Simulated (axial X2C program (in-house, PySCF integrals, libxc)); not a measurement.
# All-electron X2C curves of AsB

Aim: find the lowest determinant of AsB, scan the bond at several levels and fit the constants, once spin-free and once with spin–orbit coupling.

Computed with an in-house X2C program for linear molecules on PySCF integrals. Level: all-electron X2C, As dyall-cv3z, B dyall-v3z.

All values are calculated.

**1. Input**

Input file task.json:

```json
{"zs": [33, 5], "q": 0, "bas": ["dyall-cv3z", "dyall-v3z"], "levels": ["PBE0", "HF", "PBE50"], "cc": true, "r0": 2.06, "thr": -2.0, "nmax": 90, "npts": 10, "nst": 2, "ntry": 6}
```

Keys: zs atomic numbers; q charge; bas basis sets; levels methods (HF also brings MP2); cc coupled cluster on or off; r0 starting distance in Å; thr threshold in hartree for freezing inner shells (an s shell follows its p shell); nmax most natural virtual spinors; npts points asked for on the curve; nst determinants followed; ntry starts of the search.

Command:

```bash
> python so2c.py task.json out
```

Spin-free means the one-electron spin-free X2C Hamiltonian; two-component (2c) means X2C with spin–orbit coupling and atomic mean-field two-electron Coulomb and Gaunt terms. Basis: As dyall-cv3z contracted to [9s9p6d4f1g], B dyall-v3z contracted to [7s6p2d1f]; Gaussian nuclei, density fitting. Masses: As 74.922 u, B 11.009 u.

Notation: σ, π±, δ± give the projection m of an orbital's angular momentum (0, ±1, ±2), α and β its spin, Λ and M_S the sums; ω is the projection of a spinor's total angular momentum and Ω the sum. Logs are in hartree.

The results follow Hamiltonian by Hamiltonian and level by level.

**2. Search for the lowest determinant**

PBE0 moves the distance from 2.060 Å to 1.843 Å and compares determinants there.

Spin-free determinants:

| ΔE (eV) | state | open shells |
| --- | --- | --- |
| 0.00 | M_S = 1, Λ = 1 | beyond closed shells: σα, π+α, π+β, π-α |
| 0.13 | M_S = 0, Λ = 1 | beyond closed shells: σβ, π+α, π+β, π-α |
| 0.88 | M_S = 0, Λ = 0 | closed shell |
| 1.15 | M_S = 1, Λ = 0 | beyond closed shells: π+α, π-α |
| 1.99 | M_S = 0, Λ = 2 | beyond closed shells: π+α, π+β |
| 1.99 | M_S = 0, Λ = 0 | beyond closed shells: π+β, π-α |
| 2.41 | M_S = 2, Λ = 1 | beyond closed shells: σα, 2 × π+α, π-α |

Two-component determinants:

```json
{"ΔE (eV)": "0.00", "state": "Ω = 2", "open shells": "excess of +ω over −ω: ω = 1/2, ω = 3/2"}
{"ΔE (eV)": "0.14", "state": "Ω = 1", "open shells": "excess of +ω over −ω: ω = -1/2, ω = 3/2"}
{"ΔE (eV)": "0.25", "state": "Ω = 1", "open shells": "excess of +ω over −ω: 2 × ω = 1/2"}
{"ΔE (eV)": "0.74", "state": "Ω = 0", "open shells": "closed shell"}
{"ΔE (eV)": "1.91", "state": "Ω = 0", "open shells": "closed shell"}
{"ΔE (eV)": "2.49", "state": "Ω = 3", "open shells": "excess of +ω over −ω: 2 × ω = 3/2"}
{"ΔE (eV)": "3.76", "state": "Ω = 4", "open shells": "excess of +ω over −ω: 2 × ω = 1/2, 2 × ω = 3/2"}
```

**3. PBE0, spin-free**

State followed: M_S = 1, Λ = 1 (beyond closed shells: σα, π+α, π+β, π-α). The scan is laid around 1.843 Å, a first estimate of the minimum, and this SCF restarts from the orbitals of the search.

The SCF at the reference distance of 1.843 Å:

```text
spin-free X2C-1e  PBE0
basis functions 145  fitting functions 854  grid points 5075
iter        total energy     max residual
   1      -2285.253142048     3.90e-05
   2      -2285.253142062     1.27e-05
   3      -2285.253142064     9.07e-06
converged
one-electron -3273.38645778  Coulomb 1028.80222239  exact exchange -21.60922872  xc functional -66.43582544  nuclear repulsion 47.37614748
```

Along the bond, energies from the lowest point:

```tsv
R (Å)	E (eV)	μ (D)	HOMO (eV)	LUMO (eV)	iterations
1.603	0.9932	-0.30	-7.15	-5.01	28
1.677	0.4161	-0.25	-6.96	-4.86	23
1.732	0.1659	-0.22	-6.83	-4.75	23
1.788	0.0360	-0.18	-6.71	-4.65	22
1.843	0.0000	-0.14	-6.59	-4.56	3
1.907	0.0479	-0.09	-6.47	-4.46	22
1.972	0.1664	-0.04	-6.35	-4.37	20
2.055	0.3874	0.04	-6.21	-4.26	21
2.156	0.7163	0.14	-6.05	-4.14	23
2.304	1.2263	0.28	-5.82	-3.97	25
```

Dipoles are positive if B is the positive end.

Outer orbitals at the reference distance:

```json
{"symmetry": "σα", "occupied": "yes", "ε (eV)": "-18.14", "atomic character": "57% As s, 22% B s, 14% B p"}
{"symmetry": "σβ", "occupied": "yes", "ε (eV)": "-16.99", "atomic character": "59% As s, 20% B s, 15% B p"}
{"symmetry": "σα", "occupied": "yes", "ε (eV)": "-11.28", "atomic character": "38% B s, 37% As p, 14% As s"}
{"symmetry": "σβ", "occupied": "yes", "ε (eV)": "-9.81", "atomic character": "50% As p, 27% B s, 15% As s"}
{"symmetry": "σα", "occupied": "yes", "ε (eV)": "-7.62", "atomic character": "53% B p, 27% As p, 14% B s"}
{"symmetry": "π-α", "occupied": "yes", "ε (eV)": "-7.44", "atomic character": "60% As p, 36% B p, 3% B d"}
{"symmetry": "π+α", "occupied": "yes", "ε (eV)": "-7.44", "atomic character": "60% As p, 36% B p, 3% B d"}
{"symmetry": "π+β", "occupied": "yes", "ε (eV)": "-6.59", "atomic character": "64% As p, 31% B p, 4% B d"}
{"symmetry": "π-β", "occupied": "no", "ε (eV)": "-4.56", "atomic character": "63% As p, 32% B p, 4% B d"}
{"symmetry": "σβ", "occupied": "no", "ε (eV)": "-3.20", "atomic character": "48% B p, 30% B s, 15% As p"}
{"symmetry": "π+α", "occupied": "no", "ε (eV)": "-1.78", "atomic character": "53% B p, 30% As p, 11% As d"}
{"symmetry": "π-α", "occupied": "no", "ε (eV)": "-1.78", "atomic character": "53% B p, 30% As p, 11% As d"}
```

PBE0 fields in the half plane through the axis: z from -2.4 to 4.2 Å across, distance from the axis 0.15 to 2.25 Å upwards; As lies at z = 0 and B at z = 1.843 Å; the ELF is damped to zero where the density is low.

log10 density (e/bohr³). Ten even steps from ' ' (-4.73 ) to '@' (1.40 ):
```
    ....::::::::::::::::::::::::::......      
  ....::::--------------------::::::::....    
....::::----==============----------::::....  
..::::----========================----::::....
..::----====++++++++++++++++++======----::::..
::::--====++++******++++++++++++++====----::..
::----==++++**##%%##**********++++++====--::::
::----==++****%%@@%%********%%##**++====--::::
```

ELF. Ten even steps from '0' (0.00 ) to '9' (1.00 ):
```
00000112222111000000000
00002334433322211110000
00024566654444344442000
00246777766555567776300
01367887666677778998620
02578863224787689999851
03678723531684029999971
13688527271680927999972
```

Re = 1.840 Å, ωe = 821 cm⁻¹, ωexe = 4.95 cm⁻¹, Be = 0.5185 cm⁻¹, De = 3.03 eV, μ = -0.14 D.

**4. HF, spin-free**

The SCF at the reference distance of 1.843 Å:

```text
spin-free X2C-1e  HF
basis functions 145  fitting functions 854  grid points 5075
iter        total energy     max residual
   1      -2283.645002773     2.64e-01
   2      -2283.666675009     1.04e-02
   3      -2283.667896345     1.93e-02
   4      -2283.668347316     5.82e-03
   5      -2283.668448414     1.63e-03
   6      -2283.668502774     2.32e-03
   7      -2283.668546886     1.84e-03
   8      -2283.668596889     1.18e-03
   9      -2283.668633083     1.09e-03
  10      -2283.668652236     8.01e-04
  11      -2283.668658687     3.13e-04
  12      -2283.668660164     1.01e-04
  13      -2283.668660382     5.70e-05
  14      -2283.668660407     1.76e-05
  15      -2283.668660409     2.99e-06
converged
one-electron -3273.56959574  Coulomb 1029.06999630  exact exchange -86.54520845  xc functional 0.00000000  nuclear repulsion 47.37614748
```

No constants are quoted: the solution changes its character somewhere along the scan, so the fit is set aside.

**5. PBE50, spin-free**

The SCF at the reference distance of 1.843 Å:

```text
spin-free X2C-1e  PBE50
basis functions 145  fitting functions 854  grid points 5075
iter        total energy     max residual
   1      -2285.288275650     8.80e-02
   2      -2285.290915212     5.69e-03
   3      -2285.290963095     1.62e-02
   4      -2285.291238907     6.88e-04
   5      -2285.291240683     7.48e-04
   6      -2285.291243227     9.90e-05
   7      -2285.291243342     4.91e-05
   8      -2285.291243369     1.19e-05
   9      -2285.291243372     4.54e-06
converged
one-electron -3273.75340171  Coulomb 1029.20534683  exact exchange -43.24317535  xc functional -44.87616062  nuclear repulsion 47.37614748
```

Re = 1.824 Å, ωe = 853 cm⁻¹, ωexe = 5.5 cm⁻¹, Be = 0.5276 cm⁻¹, De = 2.77 eV, μ = 0.06 D.

**6. MP2 and beyond, spin-free**

Correlated methods: 8 electrons correlated (frozen shells, counted by type: As 3 s, 2 p, 1 d; B 1 s), 210 virtual spinors in MP2, 90 natural virtuals in coupled cluster.

Output of the correlated part at 1.843 Å:

```text
correlated 8  virtual 210  natural virtual 90  E(MP2) -0.175223163  MP2 remainder -0.003761262
iter   CCSD correlation   residual
   1     -0.184238840   1.24e-01
   2     -0.191429867   5.86e-02
   3     -0.193857804   3.10e-02
   4     -0.194422952   1.53e-02
   5     -0.194722442   7.01e-03
   6     -0.194767455   3.30e-03
   7     -0.194805398   1.50e-03
   8     -0.194815549   6.43e-04
   9     -0.194812646   3.17e-04
  10     -0.194814978   1.58e-04
  11     -0.194813913   6.91e-05
  12     -0.194814934   2.68e-05
  13     -0.194814757   1.20e-05
  14     -0.194814829   5.85e-06
  15     -0.194814872   2.63e-06
  16     -0.194814877   1.21e-06
(T) -0.012868676  T1 0.0491  D1 0.1017  max T2 0.095
```

T1 in the output is the amplitude norm over the root of the electron number; divide by √2 for the Lee–Taylor value.

MP2: No constants are quoted: the reference changes its character somewhere along the scan, so the fit is set aside.

CCSD: No constants are quoted: the reference changes its character somewhere along the scan, so the fit is set aside.

CCSD(T): No constants are quoted: the reference changes its character somewhere along the scan, so the fit is set aside.

**7. A higher determinant, spin-free**

State: M_S = 0, Λ = 1 (beyond closed shells: σβ, π+α, π+β, π-α).

Output at the reference distance:

```text
spin-free X2C-1e  PBE0
basis functions 145  fitting functions 854  grid points 5075
iter        total energy     max residual
   1      -2285.248256227     3.70e-05
   2      -2285.248256244     2.97e-05
   3      -2285.248256250     1.53e-05
converged
one-electron -3273.39835336  Coulomb 1028.81713611  exact exchange -21.60891273  xc functional -66.43427374  nuclear repulsion 47.37614748
```

```tsv
R (Å)	E above the lowest PBE0 point (eV)
1.603	1.161
1.677	0.573
1.732	0.314
1.788	0.177
1.843	0.133
1.907	0.173
1.972	0.285
2.055	0.500
2.156	0.826
```

Re = 1.846 Å, ωe = 813 cm⁻¹, ωexe = 4.64 cm⁻¹, Be = 0.5153 cm⁻¹, μ = -0.10 D. ⟨S²⟩ = 1.03 against 0.00 for a pure state, so this determinant mixes spins. Te = 0.13 eV.

**8. The spin-free curves together**

Energy (eV) of the followed determinant, spin-free, from each level's lowest point:

```tsv
R (Å)	PBE0	HF (jumps)	MP2 (its reference jumps)	CCSD (its reference jumps)	CCSD(T) (its reference jumps)	PBE50
1.603	0.993	0.933	1.092	n/a	n/a	0.904
1.677	0.416	0.360	0.480	0.476	0.522	0.352
1.732	0.166	0.123	0.208	0.203	0.235	0.122
1.788	0.036	0.012	0.057	0.054	0.070	0.014
1.843	0.000	0.000	0.000	0.000	0.000	0.000
1.907	0.048	0.077	0.021	0.026	0.007	0.073
1.972	0.166	0.214	0.207	0.119	0.089	0.214
2.055	0.387	0.376	0.751	0.343	0.324	0.459
2.156	0.716	0.573	1.199	n/a	n/a	0.806
2.304	1.226	0.835	1.736	n/a	n/a	1.313
```

**9. PBE0, 2c**

State followed: Ω = 2 (excess of +ω over −ω: ω = 1/2, ω = 3/2). The scan is laid around 1.843 Å, a first estimate of the minimum, and this SCF restarts from the orbitals of the search.

Output at 1.843 Å:

```text
two-component X2C + atomic mean field  PBE0
basis functions 145  fitting functions 854  grid points 5075
iter        total energy     max residual
   1      -2284.511049158     3.22e-05
   2      -2284.511049185     1.99e-05
   3      -2284.511049198     1.58e-05
   4      -2284.511049198     2.00e-05
   5      -2284.511049200     6.32e-06
converged
one-electron -3271.49133233  Coulomb 1028.42111045  exact exchange -21.60088685  xc functional -66.41042553  nuclear repulsion 47.37614748  atomic mean-field constant -0.80566242
```

Along the bond, energies from the lowest point:

```tsv
R (Å)	E (eV)	μ (D)	HOMO (eV)	LUMO (eV)	iterations
1.603	0.9959	-0.29	-7.18	-4.94	28
1.677	0.4181	-0.25	-7.00	-4.79	29
1.732	0.1673	-0.21	-6.88	-4.68	25
1.788	0.0367	-0.18	-6.76	-4.59	24
1.843	0.0000	-0.14	-6.65	-4.50	5
1.907	0.0470	-0.09	-6.52	-4.40	26
1.972	0.1647	-0.04	-6.41	-4.31	22
2.055	0.3848	0.04	-6.27	-4.20	25
2.156	0.7132	0.15	-6.11	-4.08	25
2.304	1.2251	0.32	-5.89	-3.97	30
```

Dipoles are positive if B is the positive end.

Outer spinors at the reference distance:

| ω | occupied | ε (eV) | atomic character | λ mixture |
| --- | --- | --- | --- | --- |
| 1/2 | yes | -18.12 | 57% As s, 22% B s, 14% B p | 100% σ |
| -1/2 | yes | -16.98 | 59% As s, 20% B s, 15% B p | 100% σ |
| 1/2 | yes | -11.27 | 38% B s, 37% As p, 14% As s | 100% σ |
| -1/2 | yes | -9.79 | 50% As p, 27% B s, 15% As s | 100% σ |
| 1/2 | yes | -7.62 | 53% B p, 28% As p, 13% B s | 99% σ, 1% π |
| -1/2 | yes | -7.48 | 60% As p, 35% B p, 3% B d | 100% π |
| 3/2 | yes | -7.36 | 58% As p, 37% B p, 3% B d | 100% π |
| 1/2 | yes | -6.65 | 65% As p, 30% B p, 4% B d | 99% π, 1% σ |
| -3/2 | no | -4.50 | 63% As p, 33% B p, 4% B d | 100% π |
| -1/2 | no | -3.18 | 48% B p, 30% B s, 15% As p | 100% σ |
| -1/2 | no | -1.80 | 53% B p, 29% As p, 11% As d | 100% π |
| 3/2 | no | -1.75 | 51% B p, 31% As p, 11% As d | 100% π |

PBE0 fields in the half plane through the axis: z from -2.4 to 4.2 Å across, distance from the axis 0.15 to 2.25 Å upwards; As lies at z = 0 and B at z = 1.843 Å; the ELF is damped to zero where the density is low.

log10 density (e/bohr³). Ten even steps from '0' (-4.73 ) to '9' (1.40 ):
```
00112222222222222111000
01122333333333322221100
11223344444443333322110
12233444444444444332211
12334455555555544433221
22344556665555555443321
23345567876666655544322
23345668986666876544322
```

ELF. Ten even steps from '0' (0.00 ) to '9' (1.00 ):
```
00000112222111000000000
00002334433322211110000
00024566654444344442000
00246777766555567776300
01367887666677778998620
02578863224787689999851
03678723531684029999971
13688527271680927999972
```

Re = 1.841 Å, ωe = 820 cm⁻¹, ωexe = 4.93 cm⁻¹, Be = 0.5182 cm⁻¹, De = 3.08 eV, μ = -0.14 D.

**10. HF, 2c**

The SCF at the reference distance of 1.843 Å:

```text
two-component X2C + atomic mean field  HF
basis functions 145  fitting functions 854  grid points 5075
iter        total energy     max residual
   1      -2282.903284232     2.63e-01
   2      -2282.924951814     1.01e-02
   3      -2282.926190153     1.93e-02
   4      -2282.926655184     6.01e-03
   5      -2282.926779412     1.94e-03
   6      -2282.926860920     3.08e-03
   7      -2282.926932687     2.66e-03
   8      -2282.927004027     1.40e-03
   9      -2282.927044484     8.85e-04
  10      -2282.927060003     6.66e-04
  11      -2282.927064147     2.66e-04
  12      -2282.927065116     8.27e-05
  13      -2282.927065295     5.48e-05
  14      -2282.927065332     2.17e-05
  15      -2282.927065349     1.33e-05
  16      -2282.927065360     1.86e-05
  17      -2282.927065365     1.06e-05
  18      -2282.927065366     2.01e-06
converged
one-electron -3271.66377009  Coulomb 1028.67916659  exact exchange -86.51294693  xc functional 0.00000000  nuclear repulsion 47.37614748  atomic mean-field constant -0.80566242
```

No constants are quoted: the solution changes its character somewhere along the scan, so the fit is set aside.

**11. PBE50, 2c**

The SCF at the reference distance of 1.843 Å:

```text
two-component X2C + atomic mean field  PBE50
basis functions 145  fitting functions 854  grid points 5075
iter        total energy     max residual
   1      -2284.546295793     8.79e-02
   2      -2284.548936255     5.67e-03
   3      -2284.548984543     1.61e-02
   4      -2284.549257654     6.85e-04
   5      -2284.549259607     7.41e-04
   6      -2284.549262213     1.14e-04
   7      -2284.549262415     5.61e-05
   8      -2284.549262508     2.91e-05
   9      -2284.549262533     1.83e-05
  10      -2284.549262545     1.21e-05
  11      -2284.549262548     5.43e-06
converged
one-electron -3271.85796373  Coulomb 1028.82401123  exact exchange -43.22654266  xc functional -44.85925244  nuclear repulsion 47.37614748  atomic mean-field constant -0.80566242
```

Re = 1.825 Å, ωe = 852 cm⁻¹, ωexe = 5.44 cm⁻¹, Be = 0.5273 cm⁻¹, De = 2.82 eV, μ = 0.06 D.

**12. Correlated methods, 2c**

Correlated methods: 8 electrons correlated (frozen shells, counted by type: As 3 s, 2 p, 1 d; B 1 s), 210 virtual spinors in MP2, 90 natural virtuals in coupled cluster.

Output of the correlated part at 1.843 Å:

```text
correlated 8  virtual 210  natural virtual 90  E(MP2) -0.174378847  MP2 remainder -0.003738494
iter   CCSD correlation   residual
   1     -0.183675184   1.23e-01
   2     -0.190896578   5.86e-02
   3     -0.193314015   3.11e-02
   4     -0.193931909   1.58e-02
   5     -0.194260563   7.28e-03
   6     -0.194317357   3.45e-03
   7     -0.194361572   1.56e-03
   8     -0.194371644   6.50e-04
   9     -0.194368856   3.11e-04
  10     -0.194370854   1.52e-04
  11     -0.194369909   6.73e-05
  12     -0.194370788   2.61e-05
  13     -0.194370593   1.23e-05
  14     -0.194370689   6.87e-06
  15     -0.194370737   3.77e-06
  16     -0.194370754   2.16e-06
(T) -0.012752063  T1 0.0511  D1 0.1074  max T2 0.095
```

MP2: No constants are quoted: the reference changes its character somewhere along the scan, so the fit is set aside.

CCSD: No constants are quoted: the reference changes its character somewhere along the scan, so the fit is set aside.

CCSD(T): No constants are quoted: the reference changes its character somewhere along the scan, so the fit is set aside.

**13. A higher determinant, 2c**

State: Ω = 1 (excess of +ω over −ω: ω = -1/2, ω = 3/2).

Output at the reference distance:

```text
two-component X2C + atomic mean field  PBE0
basis functions 145  fitting functions 854  grid points 5075
iter        total energy     max residual
   1      -2284.505841990     4.92e-05
   2      -2284.505842002     5.80e-05
   3      -2284.505842036     2.51e-05
   4      -2284.505842042     2.06e-05
   5      -2284.505842047     5.02e-06
converged
one-electron -3271.49567877  Coulomb 1028.42760155  exact exchange -21.60013336  xc functional -66.40811653  nuclear repulsion 47.37614748  atomic mean-field constant -0.80566242
```

```tsv
R (Å)	E above the lowest PBE0 point (eV)
1.603	1.171
1.677	0.583
1.732	0.324
1.788	0.186
1.843	0.142
1.907	0.181
1.972	0.291
2.055	0.504
2.156	0.824
```

Re = 1.847 Å, ωe = 812 cm⁻¹, ωexe = 4.64 cm⁻¹, Be = 0.5151 cm⁻¹, μ = -0.10 D. Te = 0.14 eV.

**14. The 2c curves together**

Energy (eV) of the followed determinant, 2c, from each level's lowest point:

```tsv
R (Å)	PBE0	HF (jumps)	MP2 (its reference jumps)	CCSD (its reference jumps)	CCSD(T) (its reference jumps)	PBE50
1.603	0.996	0.939	1.087	n/a	n/a	0.907
1.677	0.418	0.364	0.476	0.477	0.522	0.354
1.732	0.167	0.126	0.204	0.204	0.235	0.124
1.788	0.037	0.014	0.055	0.054	0.070	0.015
1.843	0.000	0.000	0.000	0.000	0.000	0.000
1.907	0.047	0.076	0.024	0.027	0.008	0.072
1.972	0.165	0.219	0.121	0.121	0.084	0.213
2.055	0.385	0.411	0.700	0.338	0.310	0.458
2.156	0.713	0.617	1.187	n/a	n/a	0.806
2.304	1.225	0.886	1.749	n/a	n/a	1.324
```

Time for the job: 98 s (1 thread of Arm Neoverse V2, shared host); peak memory 0.51 GiB.

**15. Results**

Lowest determinant that the search found at its distance, spin-free: M_S = 1, Λ = 1 (beyond closed shells: σα, π+α, π+β, π-α).

Lowest determinant that the search found at its distance, 2c: Ω = 2 (excess of +ω over −ω: ω = 1/2, ω = 3/2).

```
Hamiltonian  level  Re (Å)  ωe (cm⁻¹)  De (eV)  μ (D)
  spin-free   PBE0   1.840        821     3.03  -0.14
  spin-free  PBE50   1.824        853     2.77   0.06
         2c   PBE0   1.841        820     3.08  -0.14
         2c  PBE50   1.825        852     2.82   0.06
```

Dipoles are positive if B is the positive end. No constants: spin-free HF (the solution changes its character somewhere along the scan, so the fit is set aside); spin-free MP2 (the reference changes its character somewhere along the scan, so the fit is set aside); spin-free CCSD (the reference changes its character somewhere along the scan, so the fit is set aside); spin-free CCSD(T) (the reference changes its character somewhere along the scan, so the fit is set aside); 2c HF (the solution changes its character somewhere along the scan, so the fit is set aside); 2c MP2 (the reference changes its character somewhere along the scan, so the fit is set aside); 2c CCSD (the reference changes its character somewhere along the scan, so the fit is set aside); 2c CCSD(T) (the reference changes its character somewhere along the scan, so the fit is set aside).

Time per point (s) on 1 thread of Arm Neoverse V2, shared host (2c runs); the times are rough: PBE0 0.71, PBE50 0.77.

What this shows: At PBE0, going from spin-free to two-component changes Re by +1 mÅ, ωe by -0.1 %; the spin-free picture holds up (part of it comes from the scalar share of the two-electron terms). De moves by +0.05 eV; both De rest on single-determinant atoms, which can miss part of an open shell's spin–orbit lowering.

De refers to As + B, each in the lowest determinant found, which need not be this curve's own limit. The state is a single determinant with fixed occupations, the lowest that a limited PBE0 search found. De is counted from the lowest determinant-based energies of the atoms at the same level, without counterpoise correction. Density functionals use the spin component along the axis (collinear). With several unpaired electrons one determinant need not be a pure state.
